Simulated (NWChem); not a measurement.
**CH2FNOSn (SMILES O=C=[N][SnH2][F]), step by step, part 1 of 2**

Aim: a geometry optimisation (singlet CH2FNOSn, B3LYP/6-31G*/LANL2DZ), then a structure relaxation (doublet CH2FNOSn+, UB3LYP/6-31G*/LANL2DZ) of CH2FNOSn. 

The results are computed with NWChem 7.3.0.

**1. The system as given**

CH2FNOSn: 7 atoms, total charge 0, spin state singlet. SMILES: `O=C=[N][SnH2][F]`. Geometry: relaxed at PBE0-D4/def2-TZVP. This is one conformer, not always the lowest. The run starts from this shape.

Bond lengths: O1–C2 1.165 Å, C2–N3 1.203 Å, N3–Sn4 2.002 Å, Sn4–F5 1.915 Å, Sn4–H6 1.690 Å, Sn4–H7 1.694 Å. Angles: O1–C2–N3 176.3°, C2–N3–Sn4 138.7°, N3–Sn4–F5 104.6°, N3–Sn4–H6 107.3°, N3–Sn4–H7 109.3°, F5–Sn4–H6 107.1°, F5–Sn4–H7 106.4°, H6–Sn4–H7 120.9°.

**2. A geometry optimisation at B3LYP/6-31G(d)/LANL2DZ (core potential, spherical functions) (run 1)**

Input file geom.nw:

```
start geom
memory 2200 mb
charge 0

geometry
   O       -0.221700      -2.869300      -0.931600
   C       -0.121500      -1.906800      -0.283800
   N       -0.020900      -0.958200       0.449400
   Sn       0.157400       1.031600       0.318500
   F       -0.877100       1.510000      -1.220100
   H       -0.618600       1.696100       1.665200
   H        1.763800       1.428500      -0.043200
end

basis spherical bse
   * library 6-31G* except Sn
   Sn library LANL2DZ
end

ecp bse
   Sn library LANL2DZ
end

dft
   xc b3lyp
   grid fine
   convergence energy 1e-07
   iterations 100
   mulliken
   print low
end

driver
   maxiter 60
end

freq
   temp 3 298.15 400 700
end

task dft optimize
task dft frequencies
```

Started as:

```bash
nwchem geom.nw > geom.out
```

Output:

```text
Northwest Computational Chemistry Package (NWChem) 7.3.0
             --------------------------------------------------------

           Job information
           ---------------

    nwchem branch   = 7.3.0
    use scalapack   = T
    input           = geom.nw
    prefix          = geom.
    data base       = ./geom.db
    status          = startup
    nproc           =        1

           Memory information
           ------------------

    heap     =     72089600 doubles =      550.0 Mbytes
    stack    =     72089597 doubles =      550.0 Mbytes
    global   =    144179200 doubles =     1100.0 Mbytes (distinct from heap & stack)
    total    =    288358397 doubles =     2200.0 Mbytes
    verify   = yes
    hardfail = no

           Directory information
           ---------------------

  0 permanent = .
  0 scratch   = .

                                NWChem Input Module
                                -------------------

 Scaling coordinates for geometry "geometry" by  1.889725989
 (inverse scale =  0.529177249)

 C1  symmetry detected

          ------
          auto-z
          ------
  no constraints, skipping    0.0000000000000000
  no constraints, skipping    0.0000000000000000

                             Geometry "geometry" -> ""
                             -------------------------

 Output coordinates in angstroms (scale by  1.889725989 to convert to a.u.)

  No.       Tag          Charge          X              Y              Z
 ---- ---------------- ---------- -------------- -------------- --------------
    1 O                    8.0000    -0.34878851     3.32066909     0.13830820
    2 C                    6.0000     0.08632163     2.25729916    -0.05146713
    3 N                    7.0000     0.59659575     1.19284981    -0.28408802
    4 Sn                  50.0000     0.23236786    -0.75046858     0.03068399
    5 F                    9.0000    -1.67282555    -0.90923066    -0.07599046
    6 H                    1.0000     0.87606245    -1.60190655    -1.28005923
    7 H                    1.0000     0.65718269    -1.15068485     1.62072700

      Atomic Mass
      -----------

      O                 15.994910
      C                 12.000000
      N                 14.003070
      Sn               117.901800
      F                 18.998400
      H                  1.007825

 Effective nuclear repulsion energy (a.u.)     441.5534472211

            Nuclear Dipole moment (a.u.)
            ----------------------------
        X                 Y               Z
 ---------------- ---------------- ----------------
    -0.0000000000     0.0000000000     0.0000000000

                                Z-matrix (autoz)
                                --------

 Units are Angstrom for bonds and degrees for angles

      Type          Name      I     J     K     L     M      Value
      ----------- --------  ----- ----- ----- ----- ----- ----------
    1 Stretch                  1     2                       1.16451
    2 Stretch                  2     3                       1.20314
    3 Stretch                  3     4                       2.00206
    4 Stretch                  4     5                       1.91477
    5 Stretch                  4     6                       1.69037
    6 Stretch                  4     7                       1.69378
    7 Bend                     1     3     4               140.53914
    8 Bend                     2     3     4               138.69552
    9 Bend                     3     4     5               104.63968
   10 Bend                     3     4     6               107.32128
   11 Bend                     3     4     7               109.34894
   12 Bend                     5     4     6               107.09360
   13 Bend                     5     4     7               106.39529
   14 Bend                     6     4     7               120.89084
   15 Torsion                  2     3     4     5          34.27477
   16 Torsion                  2     3     4     6         147.83391
   17 Torsion                  2     3     4     7         -79.36135
   18 Torsion                  1     2     4     3         179.99859

            XYZ format geometry
            -------------------
     7
 geometry
 O                    -0.34878851     3.32066909     0.13830820
 C                     0.08632163     2.25729916    -0.05146713
 N                     0.59659575     1.19284981    -0.28408802
 Sn                    0.23236786    -0.75046858     0.03068399
 F                    -1.67282555    -0.90923066    -0.07599046
 H                     0.87606245    -1.60190655    -1.28005923
 H                     0.65718269    -1.15068485     1.62072700

 ==============================================================================
                                internuclear distances
 ------------------------------------------------------------------------------
       center one      |      center two      | atomic units |  angstroms
 ------------------------------------------------------------------------------
[... 167 lines left out ...]
      One electron energy =     -608.139961890365
[... 51 lines left out ...]
@    0    -272.53017378  0.0D+00  0.02789  0.01055  0.00000  0.00000     12.7
[... 59 lines left out ...]
    Exchange-Corr. energy =      -33.132137342727
[... 85 lines left out ...]
  The DFT is already converged
[... 76 lines left out ...]
      One electron energy =     -606.801261735759
[... 37 lines left out ...]
 new step= 0.62                   predicted energy=   -272.532872
[... 83 lines left out ...]
           Coulomb energy =      250.451541345995
[... 107 lines left out ...]
         Total DFT energy =     -272.531036014741
[... 37 lines left out ...]
     step= 1.00 grad=-3.3D-03 hess= 5.1D-03 energy=   -272.531036 mode=bracket
[... 81 lines left out ...]
      One electron energy =     -607.157639644648
[... 100 lines left out ...]
   convergence    iter        energy       DeltaE   RMS-Dens  Diis-err    time
[... 12 lines left out ...]
 Nuclear repulsion energy =      116.988556541656
[... 115 lines left out ...]
         Total DFT energy =     -272.533556237178
[... 52 lines left out ...]
@    4    -272.53355624 -1.3D-04  0.00464  0.00161  0.02067  0.04505     71.4
[... 60 lines left out ...]
    Exchange-Corr. energy =      -33.159474191169
[... 107 lines left out ...]
   convergence    iter        energy       DeltaE   RMS-Dens  Diis-err    time
[... 13 lines left out ...]
 Nuclear repulsion energy =      116.616535323620
[... 108 lines left out ...]
           Coulomb energy =      250.339445017144
[... 77 lines left out ...]
            Nuclear Dipole moment (a.u.)
[... 43 lines left out ...]
    Exchange-Corr. energy =      -33.161520292716
[... 108 lines left out ...]
      One electron energy =     -606.127927220216
[... 37 lines left out ...]
 new step= 1.38                   predicted energy=   -272.533822
[... 81 lines left out ...]
           Coulomb energy =      250.239623137732
[... 108 lines left out ...]
         Total DFT energy =     -272.533841235826
[... 37 lines left out ...]
     step= 1.00 grad=-2.3D-05 hess= 4.7D-06 energy=   -272.533841 mode=downhill
[... 82 lines left out ...]
      One electron energy =     -605.532540796653
[... 97 lines left out ...]
   convergence    iter        energy       DeltaE   RMS-Dens  Diis-err    time
[... 11 lines left out ...]
 Nuclear repulsion energy =      116.185061437538
[... 82 lines left out ...]
         Total DFT energy =   -272.533852886125
[... 69 lines left out ...]
           Coulomb energy =      249.947279845472
[... 72 lines left out ...]
            Nuclear Dipole moment (a.u.)
[... 48 lines left out ...]
@   10    -272.53385311 -2.2D-07  0.00007  0.00003  0.00059  0.00153    142.1
[... 142 lines left out ...]
      One electron energy =     -605.495828463756
[... 69 lines left out ...]
       Convergence  1.0D-04
[... 17 lines left out ...]
 d_dipole_x/<atom=   1,y> =     0.2439     [    1.1714]
[... 4 lines left out ...]
 d_dipole_x/<atom=   3,x> =    -0.6657     [   -3.1975]
[... 4 lines left out ...]
 d_dipole_x/<atom=   4,z> =     0.0202     [    0.0971]
[... 4 lines left out ...]
 d_dipole_x/<atom=   6,y> =     0.0095     [    0.0456]
[... 5 lines left out ...]
 Y vector of derivative dipole (au) [debye/angstrom]
[... 4 lines left out ...]
 d_dipole_y/<atom=   2,y> =     2.7616     [   13.2644]
[... 4 lines left out ...]
 d_dipole_y/<atom=   4,x> =     0.1598     [    0.7677]
[... 4 lines left out ...]
 d_dipole_y/<atom=   5,z> =    -0.0053     [   -0.0254]
[... 4 lines left out ...]
 d_dipole_y/<atom=   7,y> =    -0.3888     [   -1.8675]
[... 5 lines left out ...]
 d_dipole_z/<atom=   1,z> =    -0.2693     [   -1.2933]
[... 4 lines left out ...]
 d_dipole_z/<atom=   3,y> =    -0.0282     [   -0.1354]
[... 4 lines left out ...]
 d_dipole_z/<atom=   5,x> =    -0.0181     [   -0.0871]
[... 4 lines left out ...]
 d_dipole_z/<atom=   6,z> =    -0.3398     [   -1.6320]
[... 90 lines left out ...]
 Normal Eigenvalue ||         Derivative Dipole Moments (debye/angs)
[... 22 lines left out ...]
  --- via the Eckart algorithm                      ---
 Projected Nuclear Hessian trans-rot subspace norm:2.4736D-32
                         (should be close to zero!)

          --------------------------------------------------------
          MASS-WEIGHTED PROJECTED HESSIAN (Hartree/Bohr/Bohr/Kamu)
          --------------------------------------------------------

               1            2            3            4            5            6            7            8            9           10
   ----- ----- ----- ----- -----
    1    5.44414D+00
    2   -1.35393D+01  5.89274D+01
    3   -1.32439D+00  5.56733D+00  2.74957D+00
    4   -7.92894D+00  1.35820D+01  1.23135D+00  1.87216D+01
[... 16 lines of this table left out ...]
   21   -5.14672D-02  2.76249D-01  5.31652D-02  9.34910D-02 -5.39507D-01 -3.36655D-01 -1.70926D-01  7.63035D-01  5.94770D-01 -2.95885D+00

              11           12           13           14           15           16           17           18           19           20
   ----- ----- ----- ----- -----
   11    2.23329D+00
   12    1.51995D-02  2.16169D+00
   13   -6.36542D-01 -2.75651D-01  1.29001D+01
   14   -5.41612D-01 -5.09379D-02  2.07186D+00  1.11121D+00
[... 6 lines of this table left out ...]
   21    2.37365D+00 -1.07987D+01 -5.11667D-01  7.56559D-02  2.90825D-01 -1.89147D+00  1.28901D+00 -4.40835D+00  3.66356D+01 -2.93741D+01

              21
   ----- ----- ----- ----- -----
   21    1.18677D+02

 center of mass
 --------------
 x =  -0.09093464 y =  -0.15144060 z =   0.00716440

 moments of inertia (a.u.)
 ------------------
        1343.847133238883         -61.044128608455          -5.139263227567
         -61.044128608455         230.293045162278          10.370330763432
          -5.139263227567          10.370330763432        1538.231782641905

 Rotational Constants
 --------------------
 A=   0.265340 cm-1  (  0.381757 K)
 B=   0.044692 cm-1  (  0.064300 K)
 C=   0.039130 cm-1  (  0.056298 K)

 Temperature                      =   298.15K
 frequency scaling parameter      =   1.0000

 Zero-Point correction to Energy  =   18.215 kcal/mol  (  0.029028 au)
 Thermal correction to Energy     =   22.276 kcal/mol  (  0.035499 au)
 Thermal correction to Enthalpy   =   22.868 kcal/mol  (  0.036443 au)

 Total Entropy                    =   85.934 cal/mol-K
   - Translational                =   41.467 cal/mol-K (mol. weight = 180.9138)
   - Rotational                   =   27.631 cal/mol-K (symmetry #  =        1)
   - Vibrational                  =   16.836 cal/mol-K

 Cv (constant volume heat capacity) =   20.258 cal/mol-K
   - Translational                  =    2.979 cal/mol-K
   - Rotational                     =    2.979 cal/mol-K
   - Vibrational                    =   14.300 cal/mol-K

 Temperature                      =   400.00K
 frequency scaling parameter      =   1.0000

 Zero-Point correction to Energy  =   18.215 kcal/mol  (  0.029028 au)
 Thermal correction to Energy     =   24.505 kcal/mol  (  0.039050 au)
 Thermal correction to Enthalpy   =   25.299 kcal/mol  (  0.040317 au)

 Total Entropy                    =   92.925 cal/mol-K
   - Translational                =   42.926 cal/mol-K (mol. weight = 180.9138)
   - Rotational                   =   28.507 cal/mol-K (symmetry #  =        1)
   - Vibrational                  =   21.492 cal/mol-K

 Cv (constant volume heat capacity) =   23.306 cal/mol-K
   - Translational                  =    2.979 cal/mol-K
   - Rotational                     =    2.979 cal/mol-K
   - Vibrational                    =   17.347 cal/mol-K

 Temperature                      =   700.00K
 frequency scaling parameter      =   1.0000

 Zero-Point correction to Energy  =   18.215 kcal/mol  (  0.029028 au)
 Thermal correction to Energy     =   32.364 kcal/mol  (  0.051575 au)
 Thermal correction to Enthalpy   =   33.754 kcal/mol  (  0.053791 au)

 Total Entropy                    =  108.563 cal/mol-K
   - Translational                =   45.705 cal/mol-K (mol. weight = 180.9138)
   - Rotational                   =   30.174 cal/mol-K (symmetry #  =        1)
   - Vibrational                  =   32.684 cal/mol-K

 Cv (constant volume heat capacity) =   28.481 cal/mol-K
   - Translational                  =    2.979 cal/mol-K
   - Rotational                     =    2.979 cal/mol-K
   - Vibrational                    =   22.523 cal/mol-K

          -------------------------------------------------
          NORMAL MODE EIGENVECTORS IN CARTESIAN COORDINATES
          -------------------------------------------------
             (Projected Frequencies expressed in cm-1)

                    1           2           3           4           5           6

 P.Frequency       -0.00        0.00        0.00        0.00        0.00        0.00

           1    -0.02908     0.00766    -0.12702     0.01003     0.00690     0.13279
[... 19 lines of this table left out ...]
          21     0.02980    -0.05115    -0.00055    -0.12330    -0.00083     0.01105

                    7           8           9          10          11          12

 P.Frequency       23.61       60.12      200.53      414.90      492.06      544.90

           1     0.07055     0.09838     0.02273    -0.05215    -0.00379     0.00173
[... 19 lines of this table left out ...]
          21     0.08184    -0.04270    -0.00285     0.03308    -0.25287     0.05133

                   13          14          15          16          17          18

 P.Frequency      615.37      629.41      637.64      699.55      728.62     1444.47

           1    -0.03017     0.07552    -0.03553    -0.00465    -0.00186    -0.03879
[... 19 lines of this table left out ...]
          21     0.00266    -0.00022     0.02068    -0.12216    -0.24627     0.00602

                   19          20          21

 P.Frequency     1928.05     1946.37     2382.10

           1     0.00045     0.00051     0.01966
[... 19 lines of this table left out ...]
          21     0.88768     0.18141    -0.01644

 ----------------------------------------------------------------------------
 Normal Eigenvalue ||    Projected Derivative Dipole Moments (debye/angs)
  Mode   [cm**-1]  ||      [d/dqX]             [d/dqY]           [d/dqZ]
 ------ ---------- || ------------------ ------------------ -----------------
    1       -0.000 ||       0.013               0.028             0.143
    2        0.000 ||       0.039               0.002            -0.179
    3        0.000 ||       0.077               0.051            -0.010
[... 17 lines of this table left out ...]
   21     2382.099 ||      -0.909               5.275             0.302
 ----------------------------------------------------------------------------

 ----------------------------------------------------------------------------
 Normal Eigenvalue ||           Projected Infra Red Intensities
  Mode   [cm**-1]  || [atomic units] [(debye/angs)**2] [(KM/mol)] [arbitrary]
 ------ ---------- || -------------- ----------------- ---------- -----------
    1       -0.000 ||    0.000932           0.021         0.908       0.085
    2        0.000 ||    0.001460           0.034         1.424       0.134
    3        0.000 ||    0.000375           0.009         0.366       0.034
[... 17 lines of this table left out ...]
   21     2382.099 ||    1.246049          28.747      1214.710     113.939
 ----------------------------------------------------------------------------

 vib:animation  F

 Task  times  cpu:      185.7s     wall:      185.7s
 Total times  cpu:      327.8s     wall:      327.8s
```

Wall time 5.5 min (1 thread of AMD EPYC 7B13 (Zen 3), shared host); peak memory 0.18 GiB.

The path in brief:

```csv
step,energy from the first frame kept (eV)
0,0.0000
1,-0.0555
2,-0.0736
3,-0.0885
4,-0.0920
5,-0.0948
6,-0.0976
7,-0.0993
8,-0.1001
9,-0.1001
10,-0.1001
```

After the run. Bond lengths: O1–C2 1.179 Å, C2–N3 1.208 Å, N3–Sn4 1.974 Å, Sn4–F5 1.847 Å, Sn4–H6 1.702 Å, Sn4–H7 1.706 Å. Angles: O1–C2–N3 177.0°, C2–N3–Sn4 152.5°, N3–Sn4–F5 107.3°, N3–Sn4–H6 106.8°, N3–Sn4–H7 108.5°, F5–Sn4–H6 109.4°, F5–Sn4–H7 108.8°, H6–Sn4–H7 115.7°.

(Continued in part 2 of 2.)
